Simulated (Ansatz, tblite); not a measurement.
# The cluster As3S3: a ladder of methods and basis sets

An exercise on one series of results from a longer session: the logs are not shown, and one member is left open.

Computed with Ansatz 0.2.0, Gaussian basis. Level: as each input shows.

The runs, in order: GFN1-xTB, GFN2-xTB, PBE-D4/def2-TZVP, r2SCAN-D4/def2-TZVP, B97M-V/def2-TZVP, PBE-QIDH/def2-TZVP, PBE-D4/def2-SVP, PBE0-D4/def2-SVP, HF/6-31G, B3LYP-D4/6-31G, PBE0-D4/def2-TZVPD, PBE-D4/def2-TZVPD, B97M-V/def2-TZVPD, MP2/def2-TZVP, RPA/def2-TZVP.

3 further runs of the same task are left out: 1 that didn't finish, 2 set aside as unsound or not needed.

## The geometry

The doublet was relaxed beforehand with PBE0-D4/def2-SVP. At that level it is the lowest of the isomers that a small search found.

6 atoms, charge 0, spin multiplicity 2.

Bond lengths: As1–As2 2.459 Å, As1–S5 2.257 Å, As1–S6 2.255 Å, As2–S4 2.255 Å, As2–S5 2.257 Å, As3–S4 2.223 Å, As3–S6 2.223 Å. Angles: As2–As1–S5 57.0°, As2–As1–S6 102.2°, S5–As1–S6 104.3°, As1–As2–S4 102.2°, As1–As2–S5 57.0°, S4–As2–S5 104.3°, S4–As3–S6 100.4°, As2–S4–As3 105.9°, As1–S5–As2 66.0°, As1–S6–As3 105.9°.

PBE0-D4/def2-TZVP was run before; its log isn't repeated, and its numbers join the tables.

The first run:

Tight binding, by tblite at 300 K electronic temperature and without a spin-polarisation term:

```python
tblite.interface.Calculator('GFN1-xTB', numbers, positions, charge=0, uhf=1).singlepoint()
```

Tight binding, by tblite at 300 K electronic temperature and without a spin-polarisation term:

```python
tblite.interface.Calculator('GFN2-xTB', numbers, positions, charge=0, uhf=1).singlepoint()
```

start.molden holds the orbitals of an earlier run on this state, given as this run's starting guess.

in.yaml reads:

```yaml
crystal:
  periodic: [false, false, false]
  atoms:
    - {symbol: As, position_ang: [-1.078726, -0.580740, 1.312533]}
    - {symbol: As, position_ang: [0.540885, -1.704926, -0.156404]}
    - {symbol: As, position_ang: [0.253762, 1.742966, -1.054065]}
    - {symbol: S, position_ang: [0.690356, -0.270041, -1.889270]}
    - {symbol: S, position_ang: [1.152419, -0.478299, 1.636628]}
    - {symbol: S, position_ang: [-1.558687, 1.291031, 0.150568]}
basis:
  gaussian: {orbitals: def2-TZVP, initial_orbitals: start.molden}
magnetization: {spin_polarized: true, initial_magnetization: 1}
hamiltonian: {xc: pbe, dispersion: d4}
scf: {omitted_lower_state_checks: [starts]}
output: {orbitals: {seedname: orbitals}}
```

Launch:

```bash
$ ansatz run in.yaml --threads 4 --pin off --events-out ev --progress --plain --max-ram 4787MiB
```

Steps of the session up to this table: PBE-D4/def2-TZVP; r2SCAN-D4/def2-TZVP; B97M-V/def2-TZVP; PBE-QIDH/def2-TZVP; PBE-D4/def2-SVP; PBE0-D4/def2-SVP; HF/6-31G; B3LYP-D4/6-31G; PBE0-D4/def2-TZVPD; PBE-D4/def2-TZVPD; B97M-V/def2-TZVPD; MP2/def2-TZVP; RPA/def2-TZVP.

One of the session's tables, all rows but one given; the rest of the session is left out.

It belongs to the step «Binding energy». 

| level | binding an atom (eV) |
| --- | --- |
| HF/6-31G | 0.228 |
| HF/def2-TZVP | 1.146 |
| PBE-D4/def2-SVP | ? |
| PBE-D4/def2-TZVP | 3.094 |
| PBE-D4/def2-TZVPD | 3.095 |
| r2SCAN-D4/def2-TZVP | 2.892 |
| B97M-V/def2-TZVP | 2.918 |
| B97M-V/def2-TZVPD | 2.919 |
| B3LYP-D4/6-31G | 2.177 |
| PBE0-D4/def2-SVP | 2.790 |
| PBE0-D4/def2-TZVP | 2.879 |
| PBE0-D4/def2-TZVPD | 2.882 |
| PBE-QIDH/def2-TZVP | 2.733 |
| RPA/def2-TZVP | 2.484 |
| MP2/def2-TZVP | 2.697 |

**Question.** Estimate the row for PBE-D4/def2-SVP.

**Answer.** binding an atom (eV): 3.029. In the column «binding an atom (eV)» it lies between B97M-V/def2-TZVPD (2.919) and PBE-D4/def2-TZVP (3.094).

Caveats from the session: Free atoms were run apart at each level; binding is atoms less cluster, divided by the number of atoms, without zero-point or spin-orbit terms.
